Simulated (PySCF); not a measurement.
# CH5Cl2PSn: the cost of one run

Computed with PySCF 2.14.0 and routines of our own; the level stands in each step. Atoms count from 0.

## Step 1: The starting structure

10 atoms, charge 0, multiplicity 1; geometry from: GFN2-xTB.

## Step 2: Optimising the geometry at PBE0-D3(BJ)/def2-SVP

Job settings and geometry (Å):

```
{"job": {"xc": "PBE0", "basis": "def2-SVP", "d3": "d3bj", "grid": 1, "maxiter": 30, "shake": 0.01, "kind": "geom"}, "charge": 0, "multiplicity": 1}
C     -1.872800    -0.501070    -0.088660
Sn     0.153930     0.419770    -0.036790
P      2.270300    -0.896440    -0.540680
Cl     0.427910     1.412930     2.096250
Cl     0.109780     2.254110    -1.509540
H     -1.800510    -1.548440    -0.053820
H     -2.357180    -0.171500    -1.016640
H     -2.432700    -0.103510     0.756440
H      2.497860    -1.152220     0.837580
H      3.053840     0.265440    -0.465190
```

Started as:

```
$ OMP_NUM_THREADS=1 python heavy_run.py task.json out
```

The driver reads the jobs from task.json and runs them one after another.

Q: Estimate the wall time and peak memory of this first job on 1 thread of Arm Neoverse V1, shared host.

About 3.4 min, with a peak of 0.5 GiB.
